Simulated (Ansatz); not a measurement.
# GeN+ (singlet): wave-function methods side by side at distance Ge1–N2 = 3.573 Å, 6-31G

The task here is to estimate one member of a computed series from the others.

Computed with Ansatz 0.2.0, Gaussian basis. Level: 6-31G, core rule «outside noble gas», up to 15 orbitals frozen.

To be run: UHF; CCSD(T) on RHF; CCSD(T) on UHF; BCCD(T) on RHF; CISD; CCSDT(Q) on RHF; CCSDT(Q) on UHF; CASSCF and MRCISD+Q, 2 electrons in 2 orbitals; CASSCF and NEVPT2, 2 electrons in 2 orbitals; CASSCF and MRCISD+Q, 8 electrons in 8 orbitals; CASSCF and NEVPT4(SD), 8 electrons in 8 orbitals; CASSCF and NEVPT2, 8 electrons in 8 orbitals; Full CI.

37 further runs of the same task are left out: 5 for a known fault of the program, 1 for a mislabelled method, 29 that didn't finish, 2 set aside as unsound or not needed.

### The geometry

The geometry derives from a PBE0/def2-TZVP stationary point (not a proven minimum). One bond is set to the value named and the two fragments are kept rigid. No spin-orbit coupling is included. The filled d shell of Ge may be among the frozen orbitals whatever the setting's name suggests; the logs give the count.

2 atoms, charge 1, spin multiplicity 1.

Atoms are counted from 1 here; the program's logs count them from 0.

No contacts short enough for the rule that draws bonds.

Set-up of the first run:

The input, in.yaml:

```yaml
crystal:
  periodic: [false, false, false]
  atoms:
    - {symbol: Ge, position_ang: [0.000000, 0.000000, 0.000000]}
    - {symbol: N, position_ang: [0.000000, 0.000000, 3.573000]}
basis:
  gaussian: {orbitals: 6-31G}
total_charge: 1
magnetization: {spin_polarized: true, initial_magnetization: 0}
hamiltonian: {xc: hf}
output: {orbitals: {seedname: orbitals}}
```

Run with:

```
$ ansatz run in.yaml --threads 1 --pin off --events-out ev --progress --plain --max-ram 2393MiB
```

Among the steps run: UHF; CCSD(T) on RHF; CCSD(T) on UHF; BCCD(T) on RHF; CISD; CCSDT(Q) on RHF; CCSDT(Q) on UHF; CASSCF and MRCISD+Q, 2 electrons in 2 orbitals; CASSCF and NEVPT2, 2 electrons in 2 orbitals; CASSCF and MRCISD+Q, 8 electrons in 8 orbitals; CASSCF and NEVPT4(SD), 8 electrons in 8 orbitals; CASSCF and NEVPT2, 8 electrons in 8 orbitals; Full CI.

One of the session's tables, all rows but one given; the rest of the session is left out.

It belongs to the step «Misses and costs». 

```
   method  from FCI (kJ/mol)
      RHF             +616.8
     RMP2                  ?
     CISD             +134.0
    RCCSD              +51.9
 RCCSD(T)               +6.8
  BCCD(T)              +10.0
   RCCSDT              +11.2
RCCSDT(Q)               +2.8
      FCI                  0
```

**Question.** Estimate the row for RMP2.

As computed: from FCI (kJ/mol): +224.3. In the column «from FCI (kJ/mol)» it lies between CISD (+134.0) and RHF (+616.8).

Left out of the table: CASSCF pair, NEVPT2 pair, MRCISD pair, MRCISD+Q pair, CASSCF valence, NEVPT2 valence, NEVPT4(SD) valence, MRCISD valence, MRCISD+Q valence (the active space lost an orbital or holds another state than full CI finds).

To keep in mind: The report flags that the cluster equations may have other roots. Left out of the table: UHF, UMP2, UCCSD, UCCSD(T), UCCSDT, UCCSDT(Q) (another determinant or state than the rows shown). The program flags RCCSD(T), BCCD(T), RCCSDT(Q) as in doubt, so those rows may rest on another solution; read them beside their warnings.
